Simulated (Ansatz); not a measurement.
Predict the output of the script below (the Ansatz DFT code, driven from Python).

`srca3_drho.py`:
```python
"""Density of SrCa3 less that of its sublattices."""

import ansatz as az
import numpy as np

VECTORS = np.array([
    [5.71677, 0.0, 0.0],
    [0.0, 5.71677, 0.0],
    [0.0, 0.0, 5.71677],
])
SITES = [
    ("Sr", [0.0, 0.0, 0.0]),
    ("Ca", [0.0, 0.5, 0.5]),
    ("Ca", [0.5, 0.0, 0.5]),
    ("Ca", [0.5, 0.5, 0.0]),
]


def on_lattice(cell):
    crystal = az.Crystal(lattice=az.Lattice.of(cell))
    for symbol, position in SITES:
        crystal = crystal.atom(symbol, position)
    return crystal

# same cell, cutoff and mesh for the crystal and its parts
def solve(crystal):
    return (
        crystal.calculation()
        .functional(az.Functional.PBESOL)
        .occupations(az.OccupationsMethod.COLD, width=0.1)
        .basis(460, grid_basis="typed")
        .kpoints(4, 4, 4)
        .density()
        .run(threads=1)
    )


whole = solve(on_lattice(VECTORS))
difference = whole.density().channels[0].density_e_per_ang3.copy()
binding = whole.report["free_energy_ev"]
for element in ["Sr", "Ca"]:
    part = az.Crystal(lattice=az.Lattice.of(VECTORS))
    for symbol, position in SITES:
        if symbol == element:
            part = part.atom(symbol, position)
    alone = solve(part)
    difference -= alone.density().channels[0].density_e_per_ang3
    binding -= alone.report["free_energy_ev"]
    print(f"{element} sublattice: {alone.report['n_electrons']:g} electrons, {alone.report['n_iterations']} iterations")

voxel = abs(np.linalg.det(VECTORS)) / difference.size
print(f"energy of the crystal less its unpolarised sublattices: {binding / len(SITES):.4f} eV/atom")
print(f"net charge of the difference {difference.sum() * voxel:.5f} e, charge moved {0.5 * np.abs(difference).sum() * voxel:.3f} e")
print(f"extremes {difference.min():.4f} and {difference.max():.4f} e/A^3")
for (symbol, position) in SITES:
    index = tuple(int(round(p * n)) % n for p, n in zip(position, difference.shape))
    print(f"  change of the pseudo-density at the grid point nearest {symbol}: {difference[index]:+.4f} e/A^3")
```

Running `python srca3_drho.py` prints:
```text
Sr sublattice: 10 electrons, 6 iterations
Ca sublattice: 30 electrons, 7 iterations
energy of the crystal less its unpolarised sublattices: -0.7172 eV/atom
net charge of the difference 0.00000 e, charge moved 0.305 e
extremes -0.0450 and 0.0053 e/A^3
  change of the pseudo-density at the grid point nearest Sr: -0.0450 e/A^3
  change of the pseudo-density at the grid point nearest Ca: -0.0014 e/A^3
  change of the pseudo-density at the grid point nearest Ca: -0.0014 e/A^3
  change of the pseudo-density at the grid point nearest Ca: -0.0014 e/A^3
```

Caveats:
- The mesh is modest for a metal, so energies can be off by several to tens of meV an atom and pressures by half a GPa or more; differences at equal mesh fare better.
- Densities and potentials on the grid are those of the valence electrons, and inside the cores they hang on the potentials used.
- The structure comes from a database of computed cells and needn't be a stable or known phase.
- Charge moved counts every rearrangement, bonding and polarisation too, and is no transfer between atoms; the bare sublattices are artificial references. Values near the nuclei depend on the potentials.
- Wall time of the script: 4.9 s on 1 thread of Arm Neoverse V2, with other jobs on the host, peak memory 0.43 GiB.

(Lines on the test bed's own set-up are left out of the output.)
